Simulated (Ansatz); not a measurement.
## ZrZn, space group Pm-3m: a supercell folding check, step by step

With the Python package of Ansatz (0.2.0).

At the Python prompt:
```pycon
>>> import warnings
>>> import ansatz as az
>>> import pandas as pd
>>> from pymatgen.core import Lattice, Structure
>>> from pymatgen.io.ase import AseAtomsAdaptor
>>> warnings.simplefilter("ignore", az.DeckWarning)
>>> pmg_structure = Structure(
...     Lattice([(3.336, 0.0, 0.0), (0.0, 3.336, 0.0), (0.0, 0.0, 3.336)]),
...     ["Zr", "Zn"],
...     [
...         (0.5, 0.5, 0.5),
...         (0.0, 0.0, 0.0),
...     ],
... )
>>> xtal = az.Crystal.from_ase(AseAtomsAdaptor.get_atoms(pmg_structure))
>>> # the mesh shrinks as the cell grows, so that all cells sample the same points
>>> mesh = (6, 6, 6)
>>> rows = []
>>> for repeats in [(1, 1, 1), (2, 1, 1)]:
...     calc = (
...         xtal.supercell(*repeats).calculation()
...         .functional("lda")
...         .pseudopotentials("paw")
...         .occupations("Methfessel-Paxton", width=0.01)  # the run then minimises F = E - TS
...         .mixing("anderson", preconditioner="local_kerker")
...         .kpoints(*(k // n for k, n in zip(mesh, repeats)))
...     )
...     summary = calc.run().report
...     n = len(summary["lattice"]["sites"])
...     rows.append((repeats, n, summary["free_energy_ev"] / n, summary["fermi_energy_ev"], summary["n_kpoints"], summary["n_symmetry_ops"]))
...

>>> print(pd.DataFrame(rows, columns=["repeats", "atoms", "F/atom eV", "Fermi level eV", "k-points", "symmetry operations"]).round(4).to_string(index=False))
  repeats  atoms  F/atom eV  Fermi level eV  k-points  symmetry operations
(1, 1, 1)      2 -3662.1418         12.8386        20                   48
(2, 1, 1)      4 -3662.1418         12.8387        20                   32
```

The settings weren't tested for convergence. The run is spin-unpolarised. The mesh is modest for a metal, so energies can be off by several to tens of meV an atom and pressures by half a GPa or more; differences at equal mesh fare better. The structure is a deposited one; some such entries were measured under pressure or heat, so a shift against it needn't be the functional's error alone. The count of operations in a supercell holds its pure translations too, and an uneven repeat can lower the point group. Hardware and time: 3.4 s on 1 thread of Arm Neoverse V2, on a shared host, peak memory 0.49 GiB.

(Lines on the test bed's own set-up are left out of the output.)
